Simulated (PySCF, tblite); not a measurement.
# C₄H₉PSe: geometry, infrared bands and NMR shifts

Aim: predict the infrared bands and NMR shifts of C₄H₉PSe (`C/C=C/[P@@H](C)=[Se]`).

Computed with tblite 0.8.0 and PySCF 2.14.0, with density-fitted response routines of our own, on a single molecule in the gas phase. Atoms count from 0, in the outputs and in this text.

**1. The molecule as given**

15 atoms, charge 0, multiplicity 1; geometry from: force field or distance geometry start.

Bonds of the start (Å): C0–C1 1.50, C1–C2 1.31, C2–P3 1.79, P3–C4 1.84, P3–Se5 2.09, C0–H6 1.10, C0–H7 1.11, C0–H8 1.12, C1–H9 1.07, C2–H10 1.09, P3–H11 1.40, C4–H12 1.12, C4–H13 1.09, C4–H14 1.09.

**2. Optimising the geometry with GFN2-xTB**

Job settings and geometry (Å):

```
{"job": {"kind": "relax", "xc": "GFN2-xTB", "basis": "xTB"}, "charge": 0, "multiplicity": 1}
C      2.554000    -0.404000     0.312700
C      1.223800     0.272000     0.170000
C      0.301600    -0.288800    -0.575700
P     -1.276000     0.539600    -0.733300
C     -2.374700    -0.207400     0.546200
Se    -0.955800     2.606800    -0.646400
H      2.919200    -0.604800    -0.700900
H      2.451800    -1.319900     0.922600
H      3.254800     0.293500     0.828900
H      1.009200     1.183900     0.683800
H      0.439300    -1.226400    -1.122600
H     -1.794200     0.286600    -2.012600
H     -2.139000    -1.305900     0.563800
H     -3.420500    -0.118300     0.243900
H     -2.197900     0.300900     1.497500
```

The run is started by

```bash
$ OMP_NUM_THREADS=1 python probes_run.py task.json out
```

The driver reads the jobs from task.json and runs them one after another.

**Question.** This job is followed by: GFN2-xTB harmonic vibrations, gas phase; GIAO PBE0/pcSseg-1 NMR shielding, non-relativistic, gas phase. Predict these results of the whole session: strongest single infrared mode (GFN2-xTB); zero-point energy (GFN2-xTB); 13C shifts against TMS (PBE0/pcSseg-1); 1H shifts against TMS (PBE0/pcSseg-1, means over atoms taken as alike); 31P shifts against H3PO4 (PBE0/pcSseg-1); 77Se shifts against Me2Se (PBE0/pcSseg-1).

As calculated:

| quantity | value |
| --- | --- |
| strongest single infrared mode (GFN2-xTB) | 882 cm⁻¹, 371 km/mol |
| zero-point energy (GFN2-xTB) | 72.6 kcal/mol |
| 13C shifts against TMS (PBE0/pcSseg-1) | 163.3, 127.4, 24.7, 23.6 ppm |
| 1H shifts against TMS (PBE0/pcSseg-1, means over atoms taken as alike) | 7.48, 7.32, 6.07, 2.19, 1.66 ppm |
| 31P shifts against H3PO4 (PBE0/pcSseg-1) | -10.1 ppm |
| 77Se shifts against Me2Se (PBE0/pcSseg-1) | -570 ppm |

Over 117 steps the energy fell by 0.398 eV; of the close pairs, C4–H12 changed most, 1.124 to 1.088 Å. No mode is imaginary among the 39: a minimum at this level. The strongest single mode, at 882 cm⁻¹, is spread over several atoms, H11, P3, H13, H12 among them. GFN2-xTB is a fitted tight-binding method: band positions and strengths are rough. Its intensities can rank the bands wrongly. At PBE0/pcSseg-1: Shielding is most anisotropic at C1 (span 274 ppm, paramagnetic term -234 ppm). Spin-orbit coupling is left out, which matters for shieldings and couplings at and beside the heavy atoms.
